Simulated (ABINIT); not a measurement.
The system is MnS.

```
Mn S
1.0
     0.00000    2.60450    2.60450
     2.60450    0.00000    2.60450
     2.60450    2.60450    0.00000
Mn S
1 1
Direct
  0.00000 0.00000 0.00000
  0.50000 0.50000 0.50000
```

- Program: ABINIT 10.8.3 (patched build)
- Task: relaxation of cell and atoms
- Functional: LDA
- Potentials or basis: PseudoDojo NC SR LDA v0.4.1 standard
- Cutoff: 1306 eV
- k mesh: 7 × 7 × 7
- Occupations: fermi-dirac, width 0.05 eV
- Spin: collinear spin, ferromagnetic start
- Starting moments: [4.0, 0.0] μB

At the start: pressure -11.3 GPa; volume 17.67 Å³/atom.

Q: How do energy, volume and symmetry change on relaxing?

A: Over 6 steps the energy falls by 156.6 meV/atom and the volume is 13.63 Å³/atom (-22.8 %); space group Fm-3m (No. 225, to 0.05 Å); moment 3.42 μB per cell.

Step by step:
| step | energy change (eV) | largest force (eV/Å) | pressure (GPa) | volume (Å³) |
| --- | --- | --- | --- | --- |
| 1 | 0.0000 | 0.0000 | -11.26 | 35.33 |
| 2 | -0.0789 | 0.0000 | -9.70 | 34.13 |
| 3 | -0.2979 | 0.0000 | -2.25 | 28.57 |
| 4 | -0.3131 | 0.0000 | -0.29 | 27.33 |
| 5 | -0.3130 | 0.0000 | 0.56 | 27.16 |
| 6 | -0.3132 | 0.0000 | 0.00 | 27.27 |

Final structure:
```
CELL_PARAMETERS angstrom
0.00000 2.38901 2.38901
2.38901 0.00000 2.38901
2.38901 2.38901 0.00000
ATOMIC_POSITIONS crystal
Mn 0.00000 0.00000 0.00000
S 0.50000 0.50000 0.50000
```

Caveat: the volume moved by over 15 % at a fixed basis, so the end points are rough; the volume moved by -23 % from the deposited cell, more than functionals usually miss; a cell with one magnetic atom can't hold antiferromagnetic order, which such compounds often take.
